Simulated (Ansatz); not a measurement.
Runs of Ansatz 0.2.0 on CS2. It takes space group Cmce (No. 64, orthorhombic). The conventional cell has a = 7.292 Å, b = 5.989 Å, c = 9.851 Å, α = 90.00°, β = 90.00°, γ = 90.00°. S (site symmetry m) has 1 C at 1.56 Å as nearest neighbours. C (site symmetry 2/m) has 2 S at 1.56 Å as nearest neighbours. The cell comes from a database or a generator and needn't be the stable form of this composition.

```csv
level,gap on the mesh (eV),pressure (GPa),relaxed volume (Å³/atom)
PBE,3.41,0.0,36.87
PBE+D4,2.90,0.0,25.57
PBE+D3(BJ)-ATM,2.93,0.0,26.02
PBE+D3(BJ),(b),0.0,(a)
```

Alike in all rows: task relaxation of cell and atoms; potentials or basis Ansatz PAW; no spin polarisation; cell relaxed; k mesh 6 × 6 × 3; cutoff (eV) 420; smearing fermi-dirac 0.05 eV.

Q: Estimate the missing entries.

A: (a) 25.67; (b) 2.89.

Caveats: odd divisions of the mesh miss points on the zone boundary, where band edges often lie, so the gap on the mesh can be too wide; the plane-wave basis is chosen anew once the cell has moved, so the energies of steps on either side of that aren't comparable; the volume moved by over 15 % at a fixed basis, so the end points are rough (some runs).

A k mesh can miss the band edges.
